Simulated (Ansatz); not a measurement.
# C2H7InO: how energies converge with the basis set

Aim: see how fast density functionals converge with the basis set for C2H7InO.

Computed with Ansatz 0.2.0, Gaussian basis. Level: one geometry, several basis sets.

The runs, in order: PBE0-D4/def2-SVP; ωB97M-V/def2-SVP; PBE0-D4/def2-QZVPP; ωB97M-V/def2-QZVPP; the functionals' def2-TZVPP values are taken from earlier runs.

### 1 Structure used throughout

An earlier PBE0-D4 in a triple-zeta def2 set relaxation fixed the geometry. In takes the def2 core potential; no spin-orbit term is included.

SMILES `C[CH](O)[InH2]`, 11 atoms, charge 0, spin multiplicity 1.

Atoms are counted from 1 here; the program's logs count them from 0.

Bond lengths: C1–C2 1.510 Å, C1–H5 1.094 Å, C1–H6 1.100 Å, C1–H7 1.093 Å, C2–O3 1.432 Å, C2–In4 2.187 Å, C2–H8 1.097 Å, O3–H9 0.964 Å, In4–H10 1.731 Å, In4–H11 1.728 Å. Angles: C2–C1–H5 110.9°, C2–C1–H6 111.2°, C2–C1–H7 111.7°, H5–C1–H6 107.1°, H5–C1–H7 108.1°, H6–C1–H7 107.6°, C1–C2–O3 111.8°, C1–C2–In4 116.4°, C1–C2–H8 109.8°, O3–C2–In4 97.8°, O3–C2–H8 109.8°, In4–C2–H8 110.7°, C2–O3–H9 109.2°, C2–In4–H10 117.7°, C2–In4–H11 121.1°, H10–In4–H11 121.1°.

### 2 PBE0-D4 in def2-SVP

Input file in.yaml:

```yaml
crystal:
  periodic: [false, false, false]
  atoms:
    - {symbol: C, position_ang: [-0.702466, 1.110056, 0.397188]}
    - {symbol: C, position_ang: [-0.252977, -0.329796, 0.328316]}
    - {symbol: O, position_ang: [0.818582, -0.597539, 1.240406]}
    - {symbol: In, position_ang: [0.762006, -0.944481, -1.508724]}
    - {symbol: H, position_ang: [-1.530061, 1.294914, -0.294283]}
    - {symbol: H, position_ang: [-1.060161, 1.366891, 1.404858]}
    - {symbol: H, position_ang: [0.108285, 1.799076, 0.147783]}
    - {symbol: H, position_ang: [-1.099388, -0.993506, 0.544730]}
    - {symbol: H, position_ang: [0.540982, -0.362548, 2.132958]}
    - {symbol: H, position_ang: [1.727933, 0.235494, -2.327959]}
    - {symbol: H, position_ang: [0.687263, -2.578570, -2.065263]}
basis:
  gaussian: {orbitals: def2-SVP}
hamiltonian: {xc: pbe0, dispersion: d4}
output: {orbitals: {seedname: orbitals}}
```

Run with:

```
> ansatz run in.yaml --threads 4 --pin off --events-out ev --progress --plain --max-ram 10444MiB
```

After this run come: ωB97M-V in def2-SVP; PBE0-D4 in def2-QZVPP; ωB97M-V in def2-QZVPP.

Before running them: what should the planned runs give, taken together? Wanted: PBE0-D4: double and triple zeta above quadruple; ωB97M-V: double and triple zeta above quadruple.

The runs gave:

```
                                       quantity          value
PBE0-D4: double and triple zeta above quadruple  5.45, 0.29 eV
ωB97M-V: double and triple zeta above quadruple  5.69, 0.29 eV
```

In words: For PBE0-D4 the step from double to triple zeta gains 5.16 eV and the next only 0.29 eV. These are total energies; as a rule much of such shifts cancels in differences, which this series doesn't test.
